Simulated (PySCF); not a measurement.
# BeGe: from the state search to spectroscopic constants

An exercise on one series of results from a longer session: the logs are not shown, and one member is left open.

Method: Be x2c-SVPall, Ge x2c-SVPall, spin-free X2C with a Gaussian nucleus; program: PySCF 2.14.0.

Set-up of the first run:

A driver script around PySCF takes these settings:

- atoms: Be, Ge
- charge: 0
- basis: Be x2c-SVPall, Ge x2c-SVPall
- Hamiltonian: spin-free X2C with a Gaussian nucleus
- basis functions: 41
- electrons treated: 36
- masses in u: 9.0122, 73.9212
- levels: PBE0, PBE, r²SCAN, B97-3, M06-L, M06-2X, HF, MP2, SCS-MP2, CCSD, CCSD(T)
- grid: 80 radial by 434 angular points
- occupations: held fixed by the projection of orbital angular momentum
- dissociation limit: Be + Ge, each in its ground configuration
- starting distance in angstrom: 2.120
- values of 2S to try: 0, 2

Run with:

```sh
$ OMP_NUM_THREADS=1 python dia.py task.json out
```

Among the steps run: Input; First curve: PBE0; Excited determinants; PBE (GGA); r²SCAN; B97-3 (global hybrid GGA); M06-L (meta-GGA); M06-2X; UHF (mean field); Adding correlation.

One table of the session follows, with a row left open; its other results are not shown here.

Energy (eV) from each level's lowest point:

| R (Å) | UHF | UHF-MP2 | UHF-SCS-MP2 | UHF-CCSD | UHF-CCSD(T) |
| --- | --- | --- | --- | --- | --- |
| 1.872 | 0.641 | 0.607 | 0.620 | n/a | n/a |
| 1.959 | 0.314 | 0.275 | 0.290 | 0.360 | 0.352 |
| 2.046 | ? | ? | ? | ? | ? |
| 2.112 | 0.049 | 0.019 | 0.027 | 0.065 | 0.056 |
| 2.177 | 0.011 | 0.000 | 0.000 | 0.017 | 0.011 |
| 2.242 | 0.000 | 0.018 | 0.007 | 0.000 | 0.000 |
| 2.329 | 0.010 | 0.083 | 0.053 | 0.012 | 0.022 |
| 2.438 | 0.044 | 0.198 | 0.142 | 0.062 | 0.088 |
| 2.569 | 0.094 | 0.346 | 0.260 | 0.146 | 0.194 |
| 2.743 | 0.157 | 0.519 | 0.402 | n/a | n/a |

**Question.** Estimate the row for R (Å) = 2.046.

Worked estimate for «UHF». A straight line through the neighbours (1.959, 0.314) and (2.112, 0.049) gives 0.314 + (0.049 − 0.314) × (2.046 − 1.959) / (2.112 − 1.959) = 0.163; a parabola fitted to 4 rows on both sides gives 0.120.

The run gave: UHF: 0.126; UHF-MP2: 0.087; UHF-SCS-MP2: 0.100; UHF-CCSD: 0.154; UHF-CCSD(T): 0.144. In «UHF» the line misses by +0.037 and the parabola by -0.006.
